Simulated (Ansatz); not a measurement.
Crystal: FeCu.

```
Fe Cu
1.0
     0.00000    2.16966    2.16966
     2.16966    0.00000    2.16966
     2.16966    2.16966    0.00000
Fe Cu
1 1
Direct
  0.50000 0.50000 0.50000
  0.00000 0.00000 0.00000
```

The cell was built by a generator and needn't be a form met in nature.

```yaml
Program: Ansatz 0.2.0
Task: single point
Functional: PBE
Potentials_or_basis: all-electron LAPW, scalar-relativistic
Cutoff: 424 eV (chosen from the basis error)
Basis_error_allowed: 0.001 eV/atom
k_mesh: 11 × 11 × 11
Occupations: fermi-dirac, width 0.05 eV
Spin: collinear spin, ferromagnetic start
Starting_moments: "[3.0, 0.6] μB"
```

On this cell: pressure 76.8 GPa; largest force zero by symmetry; net moment 2.68 μB per cell; site moments Fe +2.45; Cu +0.25 μB; band gap on the k mesh none (metal or under the smearing width).

The same run follows on a disturbed copy (atoms moved at random, drawn with an rms of 0.05 Å):

```
Fe Cu
1.0
     0.00000    2.16966    2.16966
     2.16966    0.00000    2.16966
     2.16966    2.16966    0.00000
Fe Cu
1 1
Cartesian
  2.1279 2.1368 2.1474
  -0.0054 -0.0324 -0.0266
```

What does the disturbed cell give?

The energy (extrapolated to zero smearing) moves by +5.7 meV/atom; pressure 76.9 GPa; largest force 0.611 eV/Å; net moment 2.68 μB per cell; site moments Fe +2.43; Cu +0.25 μB; band gap on the k mesh none (metal or under the smearing width).

Forces in eV/Å, atoms in the order of the input:
```
Fe   0.606  0.008 -0.073
Cu  -0.606 -0.008  0.073
```

Stress tensor (GPa, compression positive):
```
77.52 -0.01  0.05
-0.01 76.62  0.00
 0.05  0.00 76.63
```

Caveats: a pressure of tens of GPa on the cell as given is suspect, and the run, the potentials or the cell itself is likely at fault (some runs); the cell as given lies far from equilibrium (some runs).
